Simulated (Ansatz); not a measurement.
InCo2N2:

```
In Co N
1.0
     2.72596   -1.58055    0.00000
     2.72596    1.58055    0.00000
    -1.95227    0.00000    7.54468
In Co N
1 2 2
Direct
  0.50000 0.50000 0.50000
  0.62734 0.62734 0.89189
  0.37266 0.37266 0.10811
  0.72262 0.72262 0.15501
  0.27738 0.27738 0.84499
```

The cell comes from a database or a generator and needn't be the stable form of this composition.

```yaml
Program: Ansatz 0.2.0
Task: single point
Functional: PBE
Potentials_or_basis: Ansatz PAW
Cutoff: "420 eV (not typed: the program's choice for these potentials)"
k_mesh: 10 × 10 × 4
Occupations: fermi-dirac, width 0.05 eV
Spin: collinear spin, ferromagnetic start
Starting_moments: "[0.0, 2.0, 2.0, 0.0, 0.0] μB"
```

On this cell: pressure -0.2 GPa; largest force 0.116 eV/Å; net moment 0.43 μB per cell; site moments In -0.00; Co +0.17; N +0.03 μB; band gap on the k mesh none (metal or under the smearing width).

The same run follows on a disturbed copy (atoms moved at random, drawn with an rms of 0.05 Å):

```
In Co N
1.0
     2.72596   -1.58055    0.00000
     2.72596    1.58055    0.00000
    -1.95227    0.00000    7.54468
In Co N
1 2 2
Direct
  0.52558 0.49588 0.50449
  0.63935 0.61444 0.88634
  0.36538 0.37466 0.11054
  0.71783 0.71824 0.15769
  0.26944 0.26099 0.84057
```

Question: What does the disturbed cell give?

Answer: The energy (extrapolated to zero smearing) moves by +10.5 meV/atom; pressure -1.7 GPa; largest force 0.853 eV/Å; net moment 0.45 μB per cell; site moments In -0.00; Co +0.18; N +0.03 μB; band gap on the k mesh none (metal or under the smearing width).

Forces in eV/Å, atoms in the order of the input:
```
In  -0.011  0.005 -0.104
Co  -0.651  0.412  0.367
Co  -0.163 -0.215 -0.236
N    0.146  0.108 -0.300
N    0.679 -0.310  0.273
```

Stress tensor (GPa, compression positive):
```
-2.56 -0.75 -0.44
-0.75 -1.01  0.03
-0.44  0.03 -1.63
```
